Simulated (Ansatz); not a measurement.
BrHSi, SMILES [SiH]Br, a test of scalar relativity

Program: the Ansatz DFT code, driven from Python.

Input file `brhsi.xyz`:
```text
3

Si   -0.50410    0.39190   -0.24180
Br    1.38110    0.52310    0.81540
H    -0.88790   -0.97990   -0.58690
```

Interactive session:
```pycon
>>> import ansatz as az
>>> import numpy as np
>>> system = az.Crystal.molecule_from_extxyz("brhsi.xyz")
>>> base = system.calculation().functional("pbe").forces()
>>> # a set contracted for a scalar-relativistic Hamiltonian goes with the relativistic run
>>> sets = {"none": "cc-pVTZ", "scalar": "cc-pVTZ-DK"}
>>> found = {kind: base.basis(gaussian=basis).pseudopotentials(relativity=kind).run(threads=1).report for kind, basis in sets.items()}
>>> for kind, each in found.items():
...     dipole = 4.803205 * np.linalg.norm(each["charge_distribution"]["dipole_moment_e_ang"])
...     print(f"{kind:7s} E = {each['free_energy_ev']:.4f} eV  dipole {dipole:.3f} D  largest force component {np.abs(each['forces_ev_ang']).max():.4f} eV/A")
...
none    E = -77926.3954 eV  dipole 0.653 D  largest force component 2.2796 eV/A
scalar  E = -78816.9847 eV  dipole 0.628 D  largest force component 2.2836 eV/A
>>> print(f"relativity lowers the total energy by {found['none']['free_energy_ev'] - found['scalar']['free_energy_ev']:.3f} eV")
relativity lowers the total energy by 890.589 eV
```

The total moves by -890.6 eV, nearly all in the cores, and the dipole from 0.65 to 0.63 D.

What to keep in mind:
- Total energies depend on the basis set; only differences at equal settings carry meaning.
- The geometry is a force-field or estimated start, not a minimum of this method. The basis set changes with the Hamiltonian (a set recontracted for scalar relativity), and most of the change in the total lies in the cores.
- Hardware and time: 4 s on 1 thread of Arm Neoverse V1 (shared host), peak memory 0.18 GiB.
